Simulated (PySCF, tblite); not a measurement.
**AlClH2O2, a small molecule taken as a stand-in for a surface group (aluminium hydroxide): NMR shifts, core binding energies and electronic excitations**

Wanted: the NMR shifts, core binding energies and electronic excitations for `[OH][Al]([OH])[Cl]`.

Programs: tblite 0.8.0 and PySCF 2.14.0. All values are calculated, for the isolated system unless a continuum is named. Atoms count from 0, parts from 1.

## 1. The system as given

6 atoms, charge 0, multiplicity 1; geometry: distance geometry start.

## 2. Relaxing the cluster with GFN2-xTB

What the job is given:

```
{"job": {"kind": "relax", "xc": "GFN2-xTB", "basis": "xTB"}, "charge": 0, "multiplicity": 1}
O     -0.484069    -0.234631     1.768546
Al    -1.022939     1.338899     0.890081
O     -1.540317     2.745667     2.006856
Cl     0.217932     1.911629    -0.882963
H     -0.627455    -1.145925     1.375363
H     -1.684943     3.667051     1.701686
```

Method: GFN2-xTB geometry optimisation, gas phase.

The run is started by

```
OMP_NUM_THREADS=1 python cluster_run.py task.json out
```

This one command runs all jobs of the session in turn.

**Question.** The jobs that follow are: PBE0-D3(BJ)/def2-SVP geometry optimisation, gas phase; GIAO PBE0/pcSseg-2 NMR shielding, non-relativistic, gas phase; delta-SCF UKS SCAN, pcX-2 on the ionised atom, pcseg-1 elsewhere, spin-free X2C; TDDFT CAM-B3LYP/def2-SVPD, vertical, gas phase, core orbitals frozen in the response. Predict: point group; rotational constants (main isotopes); 1H shifts against TMS (PBE0/pcSseg-2); 17O shifts against H2O (PBE0/pcSseg-2); 27Al shifts against AlH4- (PBE0/pcSseg-2); 35Cl shifts against HCl (PBE0/pcSseg-2); surface potential, 1st and 99th percentile; O1s binding energies, SCAN/pcX-2; Al2p binding energies, SCAN/pcX-2; Cl2p binding energies, SCAN/pcX-2; lowest singlet (CAM-B3LYP/def2-SVPD); brightest single state of those computed; lowest triplet; vertical ionisation energy (ΔSCF); vertical electron affinity (ΔSCF).

**Answer**, as computed:

| quantity | value |
| --- | --- |
| point group | Cs |
| rotational constants (main isotopes) | 6.55, 3.20, 2.15 GHz |
| 1H shifts against TMS (PBE0/pcSseg-2) | 1.62, 1.33 ppm |
| 17O shifts against H2O (PBE0/pcSseg-2) | 34.2, 16.5 ppm |
| 27Al shifts against AlH4- (PBE0/pcSseg-2) | 34.4 ppm |
| 35Cl shifts against HCl (PBE0/pcSseg-2) | -76 ppm |
| surface potential, 1st and 99th percentile | -1.34 V and 3.36 V |
| O1s binding energies, SCAN/pcX-2 | O2 538.61, O0 538.59 eV |
| Al2p binding energies, SCAN/pcX-2 | Al1 81.93 eV |
| Cl2p binding energies, SCAN/pcX-2 | Cl3 206.62 eV |
| lowest singlet (CAM-B3LYP/def2-SVPD) | 7.15 eV (173 nm), f = 0.000 |
| brightest single state of those computed | state 6, 8.08 eV, f = 0.206 |
| lowest triplet | 6.81 eV |
| vertical ionisation energy (ΔSCF) | 11.99 eV |
| vertical electron affinity (ΔSCF) | -0.24 eV (unbound: the value hangs on the basis) |

**Reading.** The optimisation took 6 steps and gained 0.153 eV; among the close pairs (by a distance rule), Al1–Cl3 changed most, from 2.048 to 2.090 Å (PBE0/def2-SVP). At PBE0/pcSseg-2: The largest span, 153 ppm, is at Cl3, where the paramagnetic term is -132 ppm. At PBE0/pcSseg-2, counted by nearest atom on the grid, the HOMO lies on Cl3 81 %; O2 14 %, the LUMO on Al1 35 %; Cl3 14 %. The O1s levels computed lie within 0.02 eV of one another, too close to rank. The first singlet state (HOMO−2→LUMO 0.85) lies at 7.15 eV and is dark; of the 6 states computed, the strongest absorption comes from state 6 at 8.08 eV (the last computed, so partners may be missing). The lowest triplet lies 0.33 eV below the lowest singlet (triplets in Tamm-Dancoff, singlets in full TDDFT). The orbital energy would give 10.73 eV for ionisation, ΔSCF gives 11.99 eV.
